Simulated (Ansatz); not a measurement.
**One shape, several levels: triplet InN2H5**

Aim: a comparison of 6 runs (UHF/3-21G, U-r2SCAN0/def2-SVP, U-wB97X/def2-SVP, UB3LYP/def2-SVP, UMP2/def2-SVP, UBCCD(T)/def2-SVP) of triplet InN2H5. 

The results are computed with Ansatz 0.2.0.

53 further runs of the same task are left out: 53 set aside as unsound or not needed.

### Step 1. The molecule

InN2H5 has 8 atoms, charge 0, and is taken as a triplet. As SMILES of the parent species, `[NH2][InH][NH2]`. Geometry: relaxed at PBE0-D4/def2-TZVP. That shape belongs to the parent species and isn't relaxed for this state.

Bond lengths: N1–In2 2.018 Å, In2–N3 2.018 Å, N1–H4 1.008 Å, N1–H5 1.008 Å, In2–H6 1.703 Å, N3–H7 1.008 Å, N3–H8 1.008 Å. Angles: N1–In2–N3 112.7°, N1–In2–H6 123.6°, N3–In2–H6 123.6°, In2–N1–H4 119.3°, In2–N1–H5 119.7°, In2–N3–H7 119.7°, In2–N3–H8 119.3°, H4–N1–H5 109.6°, H7–N3–H8 109.6°.

### Step 2. The energy at UHF/3-21G (run 1)

File input.yaml:

```yaml
crystal:
  periodic: [false, false, false]
  atoms:
    - {symbol: "N", position_ang: [-0.969700, 0.858000, -1.127000]}
    - {symbol: In, position_ang: [0.248000, 0.564800, 0.455500]}
    - {symbol: "N", position_ang: [0.742700, -1.375200, 0.709600]}
    - {symbol: H, position_ang: [-1.482100, 0.076800, -1.506600]}
    - {symbol: H, position_ang: [-1.538200, 1.689200, -1.171800]}
    - {symbol: H, position_ang: [0.799000, 1.819200, 1.467500]}
    - {symbol: H, position_ang: [1.570900, -1.614700, 1.231800]}
    - {symbol: H, position_ang: [0.629500, -2.018100, -0.059000]}
basis:
  gaussian: {orbitals: 3-21G-spherical.json}
accuracy: high
hamiltonian: {xc: hf}
output: {orbitals: {seedname: orbitals}}
magnetization: {spin_polarized: true, initial_magnetization: 2}
```

The basis set 3-21G is read from a file made from the Basis Set Exchange's data (not shown).

Run with:

```
ansatz run input.yaml --threads 1 --pin off --max-ram 3480MiB --events-out events.jsonl --progress --plain --runs-dir runs
```

The log of the run:

```text
Warning: RAYON_NUM_THREADS=1 ignored (pool sized by the plan → 1); use --threads N
Functional definition: HF
  name "HF"
  exchange = exact_x
  correlation = 0
1295 factors; integrals over basis functions are off by at most 8.4e-9 eV
mean field evaluation 1: about -158523.4747 eV, gradient 2.1e1 eV
mean field evaluation 2: about -158523.7478 eV, gradient 2.1e1 eV
mean field evaluation 4: about -158526.1799 eV, gradient 2.2e0 eV
mean field evaluation 8: about -158526.4223 eV, gradient 2.5e-1 eV
mean field evaluation 16: about -158527.3325 eV, gradient 1.5e0 eV
mean field evaluation 32: about -158521.3195 eV, gradient 2.6e1 eV
mean field evaluation 64: about -158527.3827 eV, gradient 2.4e-1 eV
mean field evaluation 96: about -158527.3390 eV, gradient 1.5e0 eV
mean field evaluation 128: about -158527.3666 eV, gradient 4.4e-1 eV
mean field evaluation 160: about -158518.1673 eV, gradient 2.8e1 eV
mean field evaluation 192: about -158525.2196 eV, gradient 1.6e0 eV
mean field evaluation 224: about -158526.4246 eV, gradient 5.2e-3 eV
mean field evaluation 256: about -158526.5711 eV, gradient 1.1e0 eV
mean field evaluation 288: about -158527.5920 eV, gradient 3.2e-7 eV
mean field -158527.59231360 eV, -5825.7815636633 hartree, gradient 1.8e-8 eV, S^2 2.014173; 5 other end points of the search recorded, 0 dependent functions left out
reference -158527.59231360 eV, -5825.7815636633 hartree; 35, 33 occupied and 24, 26 virtual orbitals, 1295 factors
Total energy: -158527.59231360 eV, -5825.7815636633 hartree
```

It took 18 s on 1 thread of Intel Xeon Platinum 8259CL at 2.50GHz (Skylake/Cascade Lake), shared host; peak memory 0.29 GiB.

### Step 3. A single-point energy at U-r2SCAN0/def2-SVP (core potential) (run 2)

File input.yaml:

```yaml
crystal:
  periodic: [false, false, false]
  atoms:
    - {symbol: "N", position_ang: [-0.969700, 0.858000, -1.127000]}
    - {symbol: In, position_ang: [0.248000, 0.564800, 0.455500]}
    - {symbol: N, position_ang: [0.742700, -1.375200, 0.709600]}
    - {symbol: H, position_ang: [-1.482100, 0.076800, -1.506600]}
    - {symbol: H, position_ang: [-1.538200, 1.689200, -1.171800]}
    - {symbol: H, position_ang: [0.799000, 1.819200, 1.467500]}
    - {symbol: H, position_ang: [1.570900, -1.614700, 1.231800]}
    - {symbol: H, position_ang: [0.629500, -2.018100, -0.059000]}
basis:
  gaussian:
    orbitals: def2-SVP
output: {orbitals: {seedname: orbitals}}
hamiltonian:
  xc: {name: r2SCAN0}
magnetization:
  spin_polarized: true
  initial_magnetization: 2
accuracy: high
```

Run with:

```
ansatz run input.yaml --threads 1 --pin off --max-ram 3480MiB --events-out events.jsonl --progress --plain --runs-dir runs
```

The log of the run:

```text
Warning: RAYON_NUM_THREADS=1 ignored (pool sized by the plan → 1); use --threads N
Functional definition: r2SCAN0
  name "r2SCAN0"
  parameter a = 0.25
  parameter k0 = 0.174
  parameter k1 = 0.065
  parameter a1 = 4.9479
  exchange = (1 - a)*r2scan_x(k0 = k0, k1 = k1, a1 = a1) + a*exact_x
  correlation = r2scan_c
1942 factors; integrals over basis functions are off by at most 3.4e-9 eV
mean field evaluation 1: about -8214.4139 eV, gradient 5.0e1 eV
mean field evaluation 2: about -8181.3733 eV, gradient 8.8e1 eV
mean field evaluation 4: about -8225.9339 eV, gradient 7.1e0 eV
mean field evaluation 8: about -8226.4067 eV, gradient 9.2e-1 eV
mean field evaluation 16: about -8226.5869 eV, gradient 4.6e-2 eV
mean field evaluation 32: about -8226.9972 eV, gradient 2.3e-8 eV
mean field -8226.99721094 eV, -302.3365710432 hartree, gradient 3.1e-8 eV, S^2 2.014413; 4 other end points of the search recorded, 0 dependent functions left out
reference -8226.99721557 eV, -302.3365712130 hartree; 21, 19 occupied and 58, 60 virtual orbitals, 1942 factors
Total energy: -8226.99721557 eV, -302.3365712130 hartree
```

It took 38 s on 1 thread of Intel Xeon Platinum 8259CL at 2.50GHz (Skylake/Cascade Lake), shared host; peak memory 0.55 GiB.

Runs 3 to 5 aren't shown in full; the table further down has their settings and results.

### Step 4. A single-point energy at UBCCD(T)/def2-SVP (core potential) (run 6)

File in.yaml:

```yaml
crystal:
  periodic: [false, false, false]
  atoms:
    - symbol: "N"
      position_ang: [-0.969700, 0.858000, -1.127000]
    - symbol: In
      position_ang: [0.248000, 0.564800, 0.455500]
    - symbol: N
      position_ang: [0.742700, -1.375200, 0.709600]
    - symbol: H
      position_ang: [-1.482100, 0.076800, -1.506600]
    - symbol: H
      position_ang: [-1.538200, 1.689200, -1.171800]
    - symbol: H
      position_ang: [0.799000, 1.819200, 1.467500]
    - symbol: H
      position_ang: [1.570900, -1.614700, 1.231800]
    - symbol: H
      position_ang: [0.629500, -2.018100, -0.059000]
basis:
  gaussian:
    orbitals: def2-SVP
correlation:
  method: bccd_t
  frozen_orbitals: {H: 0, In: 4, "N": 1}
magnetization:
  spin_polarized: true
  initial_magnetization: 2
accuracy: high
scf:
  omitted_lower_state_checks: [cluster_reference, increment]
```

Run with:

```
ansatz run in.yaml --threads 1 --pin off --max-ram 3480MiB --events-out events.jsonl --progress --plain --runs-dir runs
```

The log of the run:

```text
Warning: RAYON_NUM_THREADS=1 ignored (pool sized by the plan → 1); use --threads N
[... 16 lines left out ...]
6 core orbitals not correlated: weight in the atoms' cores, before any rotation towards them, 1.000 or more for the frozen orbitals, at most 0.000 for the correlated occupied ones
[... 53 lines left out ...]
Total energy: -8196.69995807 eV, -301.2231675364 hartree
Checks for a lower state left out: cluster_reference, increment
```

It took 2.6 min on 1 thread of Intel Xeon Platinum 8259CL at 2.50GHz (Skylake/Cascade Lake), shared host; peak memory 1.2 GiB.

### Step 5. The series

```
run                                level  core potential  frozen core orbitals   energy (Eh)  HOMO energy (eV)   ⟨S²⟩  wall time
  1                            UHF/3-21G            none                     –  -5825.781564             -3.46  2.014       18 s
  2  U-r2SCAN0/def2-SVP (core potential)        def2-SVP                     –   -302.336571             -2.37  2.014       38 s
  3    U-wB97X/def2-SVP (core potential)        def2-SVP                     –   -302.365051             -3.71  2.009    2.3 min
  4     UB3LYP/def2-SVP (core potential)        def2-SVP                     –   -302.450247             -1.99  2.006       25 s
  5       UMP2/def2-SVP (core potential)        def2-SVP                     6   -301.169596                 –  2.015       21 s
  6   UBCCD(T)/def2-SVP (core potential)        def2-SVP                     6   -301.223168                 –  2.015    2.6 min
```

### Step 6. Results

| quantity | value |
| --- | --- |
| run 6: total energy | -301.22317 Eh |
| run 6: correlation energy (6 core orbitals frozen) | -459.7 mEh |
| run 6: (T) correction | -14.36 mEh |
| run 6: ⟨S²⟩ of the reference determinant | 2.015 |

**Reading.** Totals of different functionals can't be ranked against each other. Some runs of one species differ in core potentials or relativity; totals across that change don't compare. In run 1 relativity is left out where basis or elements ask for it. All runs together took 6.6 min, the longest 2.6 min.
